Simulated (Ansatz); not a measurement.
# ZnRe: how the settings move a single-point run

Question: which choices in the input matter for ZnRe?

Program: Ansatz 0.2.0. Level of theory: reference: DFT, PBEsol, PAW with Ansatz's default frozen-core files, scalar-relativistic. These are calculated values, not measurements.

**1. The starting structure**

It takes space group P-6m2 (No. 187, hexagonal). Conventional cell: a = 2.748 Å, b = 2.748 Å, c = 4.494 Å, α = 90.00°, β = 90.00°, γ = 120.00°. Zn (site symmetry -6m2) is surrounded by 6 Zn at 2.75 Å and 6 Re at 2.75 Å. Re (site symmetry -6m2) is surrounded by 6 Re at 2.75 Å and 6 Zn at 2.75 Å.

As a file:

```cif
data_structure
_symmetry_space_group_name_H-M 'P 1'
_symmetry_Int_Tables_number 1
_cell_length_a 2.7482
_cell_length_b 2.7482
_cell_length_c 4.4941
_cell_angle_alpha 90.000
_cell_angle_beta 90.000
_cell_angle_gamma 120.000
_cell_volume 29.39
loop_
_atom_site_label
_atom_site_type_symbol
_atom_site_fract_x
_atom_site_fract_y
_atom_site_fract_z
_atom_site_occupancy
Zn1 Zn 0.00000 0.00000 0.00000 1
Re1 Re 0.33333 0.66667 0.50000 1
```

**2. Baseline**

input.yaml

```yaml
crystal:
  lattice:
    - [2.7482183437, 0.0, 0.0]
    - [-1.3741091718, 2.3800269008, 0.0]
    - [0.0, 0.0, 4.494066]
  atoms:
    - { symbol: Zn, position: [0.0, 0.0, 0.0] }
    - { symbol: Re, position: [0.3333333333, 0.6666666667, 0.5], spin: 1.5 }
magnetization:
  spin_polarized: true
kpoints:
  mp_grid: { grid: [16, 16, 9] }
scf:
  occupations: { method: fermi_dirac, width: 0.08 }
  lower_state_search: "off"
hamiltonian:
  xc: pbesol
  pseudopotentials: { kind: paw }
output:
  forces: true
  stress: true
  eigenvalues: true
  populations: true
  dos: { projected: true, de: 0.1, e_range: [-8, 5] }
  write_density: true
  write_potential: true
  elf: true
  volumetric_format: npy
```

Started as:

```sh
$ ansatz run input.yaml --threads 1 --pin off --max-ram 3072MiB --backend cpu --events-out ev --progress --plain --runs-dir out
```

**3. Changed: starting moments**

input.yaml

```yaml
crystal:
  lattice:
    - [2.7482183437, 0.0, 0.0]
    - [-1.3741091718, 2.3800269008, 0.0]
    - [0.0, 0.0, 4.494066]
  atoms:
    - { symbol: Zn, position: [0.0, 0.0, 0.0] }
    - { symbol: Re, position: [0.3333333333, 0.6666666667, 0.5], spin: 0.01 }
magnetization:
  spin_polarized: true
kpoints:
  mp_grid: { grid: [16, 16, 9] }
scf:
  occupations: { method: fermi_dirac, width: 0.08 }
  lower_state_search: "off"
hamiltonian:
  xc: pbesol
  pseudopotentials: { kind: paw }
output:
  forces: true
  stress: true
  eigenvalues: true
```

What does the calculation give? Wanted: for each run, ending; energy change; pressure; gap; force.

As calculated:

| run | ending | energy change | pressure (GPa) | gap (eV) | force (eV/Å) | cycles | time |
| --- | --- | --- | --- | --- | --- | --- | --- |
| reference | converged | 0 | -9.2 | 0.00 | 0.00 | 16 | 36 s |
| 1: starting moments | converged | 0.0 meV/atom | -9.2 | 0.00 | 0.00 | 15 | 28 s |

Times don't compare one to one where runs were asked for different outputs or read a saved state (see the inputs); cycles may leave out searches for a lower state.

Residual by cycle in the longest SCF loop of each run; runs are numbered as in the table. The quantity is the density residual dr2, in eV.

| cycle | reference | run 1 |
| --- | --- | --- |
| 1 | 3.05 | 2.98 |
| 2 | 1.1 | 1.09 |
| 4 | 0.0139 | 0.0115 |
| 5 | 0.002 | 0.00194 |
| 6 | 0.00117 | 0.00114 |
| 8 | 1.1e-4 | 1.1e-4 |
| 9 | 0.00613 | 5.2e-4 |
| 11 | 4.0e-6 | 4.0e-8 |
| 12 | 1.5e-5 | 9.5e-9 |
| 13 | 5.2e-8 | 5.9e-10 |
| 15 | 7.7e-11 | 1.8e-11 |
| 16 | 3.1e-12 | - |

**Reading.** With the changed spin start the energy stays within 0.5 meV/atom: no moment survives, so both runs end on the same non-magnetic state.
